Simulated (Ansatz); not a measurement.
**C₃H₆BCl: a ladder of functionals and wavefunction methods**

The task here is to estimate one member of a computed series from the others.

The runs use Ansatz 0.2.0, Gaussian basis; functionals in def2-TZVPP, the program's frozen cores in correlated methods.

Levels to be run: PBE-D4, r2SCAN-D4, PBE0-D4, B3LYP-D4, ωB97X-V, ωB97M-V, B2PLYP; CCSD(T)/def2-TZVPP; MP2/def2-QZVPP; extrapolation to the limit.

## Structure used throughout

The geometry comes from an earlier relaxation with PBE0-D4 in a triple-zeta def2 set; it is a stationary point, not always the lowest conformer.

11 atoms, charge 0, spin multiplicity 1.

Atoms are counted from 1 here; the program's logs count them from 0.

Bond lengths: B1–C2 1.765 Å, B1–C3 1.749 Å, B1–C4 1.766 Å, B1–H6 1.190 Å, B1–H7 1.192 Å, C2–C3 1.406 Å, C2–H8 1.081 Å, C2–H9 1.082 Å, C3–C4 1.406 Å, C3–Cl5 1.728 Å, C4–H10 1.082 Å, C4–H11 1.081 Å. Angles: C2–B1–C3 47.2°, C2–B1–C4 86.0°, C2–B1–H6 117.9°, C2–B1–H7 103.1°, C3–B1–C4 47.1°, C3–B1–H6 108.2°, C3–B1–H7 129.6°, C4–B1–H6 117.9°, C4–B1–H7 103.1°, H6–B1–H7 122.2°, B1–C2–C3 65.8°, B1–C2–H8 122.5°, B1–C2–H9 105.3°, C3–C2–H8 117.8°, C3–C2–H9 118.7°, H8–C2–H9 116.5°, B1–C3–C2 67.0°, B1–C3–C4 67.1° and more.

Geometry (Å):

```xyz
11
charge 0, multiplicity 1
B    -0.89329    0.15369   -0.32004
C    -0.13811   -0.12251    1.25134
C     0.76722    0.20491    0.22657
C     0.61863   -0.43930   -1.01409
Cl    1.52472    1.75709    0.26248
H    -1.23103    1.26325   -0.58813
H    -1.62716   -0.77844   -0.43575
H    -0.24023    0.57016    2.07493
H    -0.31560   -1.16645    1.47375
H     0.52025   -1.51668   -1.03175
H     1.07980    0.01728   -1.87860
```

Set-up of the first run:

The input, in.yaml:

```yaml
crystal:
  periodic: [false, false, false]
  atoms:
    - {symbol: B, position_ang: [-0.893286, 0.153695, -0.320041]}
    - {symbol: C, position_ang: [-0.138115, -0.122514, 1.251338]}
    - {symbol: C, position_ang: [0.767224, 0.204911, 0.226566]}
    - {symbol: C, position_ang: [0.618630, -0.439297, -1.014090]}
    - {symbol: Cl, position_ang: [1.524718, 1.757088, 0.262482]}
    - {symbol: H, position_ang: [-1.231030, 1.263248, -0.588135]}
    - {symbol: H, position_ang: [-1.627162, -0.778443, -0.435753]}
    - {symbol: H, position_ang: [-0.240227, 0.570156, 2.074931]}
    - {symbol: H, position_ang: [-0.315600, -1.166452, 1.473753]}
    - {symbol: H, position_ang: [0.520254, -1.516676, -1.031752]}
    - {symbol: H, position_ang: [1.079796, 0.017285, -1.878600]}
basis:
  gaussian: {orbitals: def2-TZVPP}
hamiltonian: {xc: pbe, dispersion: d4}
output: {forces: true, orbitals: {seedname: orbitals}}
```

Run with:

```
$ ansatz run in.yaml --threads 4 --pin off --events-out ev --progress --plain --max-ram 10444MiB
```

Steps of the session up to this table: PBE-D4 (GGA); r2SCAN-D4 (meta-GGA); PBE0-D4 (hybrid); B3LYP-D4 (hybrid); ωB97X-V (range-separated); ωB97M-V (range-separated); B2PLYP (double hybrid); CCSD(T) in def2-TZVPP; MP2 in def2-QZVPP.

One table of the session follows, with a row left open; its other results are not shown here.

```
            method  atomisation energy (kcal/mol)
            PBE-D4                         1041.1
         r2SCAN-D4                         1020.4
           PBE0-D4                         1024.8
          B3LYP-D4                         1008.5
           ωB97X-V                         1011.0
           ωB97M-V                         1015.2
            B2PLYP                          999.3
     HF/def2-TZVPP                          745.6
    MP2/def2-TZVPP                         1005.9
   CCSD/def2-TZVPP                          965.7
CCSD(T)/def2-TZVPP                              ?
           MP2/CBS                         1028.2
       CCSD(T)/CBS                         1005.5
```

Q: Estimate the row for CCSD(T)/def2-TZVPP from the others.

As computed: atomisation energy (kcal/mol): 983.2. In the column «atomisation energy (kcal/mol)» it lies between CCSD/def2-TZVPP (965.7) and B2PLYP (999.3).
